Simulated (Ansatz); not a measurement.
**NiTe2 (Melonite): how the settings move a single-point run**

Question: which choices in the input matter for NiTe2 (Melonite)?

The COD entry's cell or inner coordinates are ideal or old and differ from later refinements, so a difference from it is no clean test against experiment.

Program: Ansatz 0.2.0. Level of theory: reference: DFT, PBEsol+U, PAW with Ansatz's default frozen-core files, scalar-relativistic. These are calculated values, not measurements.

### Step 1. Starting point

Symmetry: P-3m1, No. 164, trigonal system. The conventional cell has a = 3.861 Å, b = 3.861 Å, c = 5.297 Å, α = 90.00°, β = 90.00°, γ = 120.00°. Ni (site symmetry -3m) is surrounded by 6 Te at 2.59 Å. Te (site symmetry 3m) has 3 Ni at 2.59 Å as nearest neighbours.

Coordinates:

```
CELL_PARAMETERS angstrom
3.86100 0.00000 0.00000
-1.93050 3.34372 0.00000
0.00000 0.00000 5.29700
ATOMIC_POSITIONS crystal
Ni 0.00000 0.00000 0.00000
Te 0.33333 0.66667 0.25000
Te 0.66667 0.33333 0.75000
```

### Step 2. Reference

File input.yaml:

```yaml
crystal:
  lattice:
    - [3.861, 0.0, 0.0]
    - [-1.9305, 3.343724084, 0.0]
    - [0.0, 0.0, 5.297]
  atoms:
    - { symbol: Ni, position: [0.0, 0.0, 0.0], spin: 1.5 }
    - { symbol: Te, position: [0.3333333333, 0.6666666667, 0.25] }
    - { symbol: Te, position: [0.6666666667, 0.3333333333, 0.75] }
magnetization:
  spin_polarized: true
kpoints:
  mp_grid: { grid: [9, 9, 6] }
scf:
  occupations: { method: fermi_dirac, width: 0.05 }
hamiltonian:
  xc: pbesol
  pseudopotentials: { kind: paw }
  hubbard: { sites: [{ species: Ni, l: d, u_eff: 4 }] }
output:
  forces: true
  stress: true
  eigenvalues: true
  hubbard: { sites: [{ species: Ni, l: d }] }
  populations: true
  dos: { projected: true, de: 0.1, e_range: [-10, 8] }
```

Run with:

```bash
> ansatz run input.yaml --threads 2 --pin off --max-ram 6144MiB --backend cpu --events-out ev --progress --plain --runs-dir out
```

### Step 3. Changed: hubbard.double_counting amf

input.yaml: that of step 2 with these lines changed.

```diff
@@ -18,3 +18,3 @@
   pseudopotentials: { kind: paw }
-  hubbard: { sites: [{ species: Ni, l: d, u_eff: 4 }] }
+  hubbard: { sites: [{ species: Ni, l: d, u_eff: 4 }], double_counting: amf }
 output:
@@ -25,2 +25 @@
   populations: true
-  dos: { projected: true, de: 0.1, e_range: [-10, 8] }
```

What does the calculation give? Wanted: for each run, ending; energy change; pressure; gap; force.

As calculated:

| run | ending | energy change | pressure (GPa) | gap (eV) | force (eV/Å) | cycles | time |
| --- | --- | --- | --- | --- | --- | --- | --- |
| reference | converged | 0 | -3.5 | 0.00 | 0.26 | 24 | 76 s |
| 1: hubbard.double_counting amf | converged | -658.2 meV/atom (U changed: no physical gain or loss) | -2.5 | 0.00 | 0.22 | 31 | 3 min |

Times don't compare one to one where runs were asked for different outputs or read a saved state (see the inputs); cycles may leave out searches for a lower state.

Residual by cycle in the longest SCF loop of each run; runs are numbered as in the table. The quantity is the density residual dr2, in eV.

```csv
cycle,reference,run 1
1,17.9,14.6
4,5.13,3.36
6,0.512,0.181
9,6.5e-4,0.0109
12,6.5e-4,0.00303
15,2.1e-4,1.6e-5
17,5.2e-5,2.0e-4
20,1.9e-7,8.1e-5
23,1.7e-9,3.9e-5
26,-,6.0e-6
28,-,3.3e-8
31,-,7.6e-11
```

**Reading.** Changing the Hubbard U moves the energy by -658.2 meV/atom, and the pressure goes from -3.5 to -2.5 GPa and the largest force goes from 0.26 to 0.22 eV/Å. The U term adds an energy of its own, so the shift says nothing about which run is better. A changed U is a change of model: its shifts are not errors of convergence.
